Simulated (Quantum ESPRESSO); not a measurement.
TiSn: Hubbard U from linear response under several settings

```
Ti Sn
1.0
     0.00000    2.80055    2.80055
     2.80055    0.00000    2.80055
     2.80055    2.80055    0.00000
Ti Sn
1 1
Direct
  0.00000 0.00000 0.00000
  0.50000 0.50000 0.50000
```

The cell was built by a generator and needn't be a form met in nature.

All runs used Quantum ESPRESSO 7.5; potentials PseudoDojo 0.4.1 SR LDA standard; k mesh 6 × 6 × 6; given cell; no spin polarisation; cutoff 1143 eV; occupations cold, width 0.2 eV.

| level | projectors | U typed (eV) | q mesh | with V | state | U computed (eV) |
| --- | --- | --- | --- | --- | --- | --- |
| LDA+U | ortho-atomic | 4.0 | 1 × 1 × 1 | no | metal | Ti 2.9 |
| LDA+U | ortho-atomic | 4.0 | 2 × 2 × 2 | no | metal | ? |
| LDA+U | ortho-atomic | 4.0 | 3 × 3 × 3 | no | metal | Ti 4.3 |

Question: What stands in the row left open?

Answer: U computed Ti 4.2 eV.

Caveats: U without spin polarisation on a metal has little footing; the U is typed as a test and isn't derived for this compound; the computed U isn't converged in cell size (some runs).

For the row left open. Caveat: the k mesh is coarse; U without spin polarisation on a metal has little footing; the U is typed as a test and isn't derived for this compound.
